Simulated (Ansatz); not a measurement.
# CH8BNSi: a nudged elastic band in two tries

Aim: a band of images between two relaxed ends for this system. SMILES of the start: BC(N)[SiH3].

Method: RKS B3LYP/def2-SVP, in Ansatz 0.2.0.

## 1. The structure to begin with

Bond lengths: B1–C2 1.527 Å, C2–N3 1.449 Å, C2–Si4 1.970 Å, B1–H5 1.207 Å, B1–H6 1.210 Å, C2–H7 1.106 Å, N3–H8 1.019 Å, N3–H9 1.018 Å, Si4–H10 1.492 Å, Si4–H11 1.492 Å, Si4–H12 1.494 Å. Angles (14 of 18 angles, heavy atoms first): B1–C2–N3 120.3°, B1–C2–Si4 96.5°, N3–C2–Si4 110.6°, B1–C2–H7 113.3°, N3–C2–H7 111.8°, Si4–C2–H7 101.6°, C2–B1–H5 119.7°, C2–B1–H6 120.6°, C2–N3–H8 114.3°, C2–N3–H9 112.5°, C2–Si4–H10 115.0°, C2–Si4–H11 111.4°, C2–Si4–H12 103.6°, H5–B1–H6 119.4°.

Coordinates:

```xyz
12

B    -0.9462    1.2185   -0.2612
C     0.1705    0.4989    0.4918
N    -0.1258   -0.2504    1.6958
Si    0.6825   -0.7144   -0.9728
H    -0.6685    2.0414   -1.0997
H    -2.1019    0.8941   -0.1055
H     1.0857    1.1094    0.6038
H     0.5260   -1.0091    1.8886
H    -1.0737   -0.6215    1.7004
H     1.2959   -0.0486   -2.1581
H    -0.4670   -1.5627   -1.4025
H     1.6997   -1.6110   -0.3464
```

## 2. First try

input.yaml reads:

```yaml
crystal:
  periodic: [false, false, false]
  atoms:
    - { symbol: B, position_ang: [-0.946173, 1.218482, -0.261226] }
    - { symbol: C, position_ang: [0.170506, 0.498934, 0.49181] }
    - { symbol: "N", position_ang: [-0.125807, -0.250383, 1.695806] }
    - { symbol: Si, position_ang: [0.682472, -0.714393, -0.972753] }
    - { symbol: H, position_ang: [-0.66846, 2.041378, -1.099745] }
    - { symbol: H, position_ang: [-2.101926, 0.894107, -0.105536] }
    - { symbol: H, position_ang: [1.0857, 1.109417, 0.6038] }
    - { symbol: H, position_ang: [0.525978, -1.009077, 1.888583] }
    - { symbol: H, position_ang: [-1.073739, -0.621471, 1.700366] }
    - { symbol: H, position_ang: [1.295873, -0.048557, -2.158124] }
    - { symbol: H, position_ang: [-0.467005, -1.562681, -1.402491] }
    - { symbol: H, position_ang: [1.699684, -1.610956, -0.346391] }
basis:
  gaussian: { orbitals: def2-SVP }
hamiltonian:
  xc: b3lyp
neb:
  order_check: false
  images: 4
  f_tol: 0.05
  max_iterations: 8
  climbing: false
  final_atoms:
    - { symbol: B, position_ang: [-0.946173, 1.218482, -0.261226] }
    - { symbol: C, position_ang: [0.170506, 0.498934, 0.49181] }
    - { symbol: "N", position_ang: [-0.125807, -0.250383, 1.695806] }
    - { symbol: Si, position_ang: [0.682472, -0.714393, -0.972753] }
    - { symbol: H, position_ang: [-0.66846, 2.041378, -1.099745] }
    - { symbol: H, position_ang: [-2.101926, 0.894107, -0.105536] }
    - { symbol: H, position_ang: [1.0857, 1.109417, 0.6038] }
    - { symbol: H, position_ang: [0.525978, -1.009077, 1.888583] }
    - { symbol: H, position_ang: [-1.073739, -0.621471, 1.700366] }
    - { symbol: H, position_ang: [1.295873, -0.048557, -2.158124] }
    - { symbol: H, position_ang: [-0.467005, -1.562681, -1.402491] }
    - { symbol: H, position_ang: [1.699684, -1.610956, -0.346391] }
  initial_path: idpp
```

Launch:

```
$ ansatz run input.yaml --threads 2 --pin off --max-ram 3072MiB --backend cpu --events-out ev --progress --plain --runs-dir out
```

Before running it: what results should come out? Wanted: first try.

The runs gave:

| quantity | value |
| --- | --- |
| first try | refused |
| cause | both ends are the same geometry, so there is no path |

In words: The fault in the first input was caught at the input check and cost nothing.
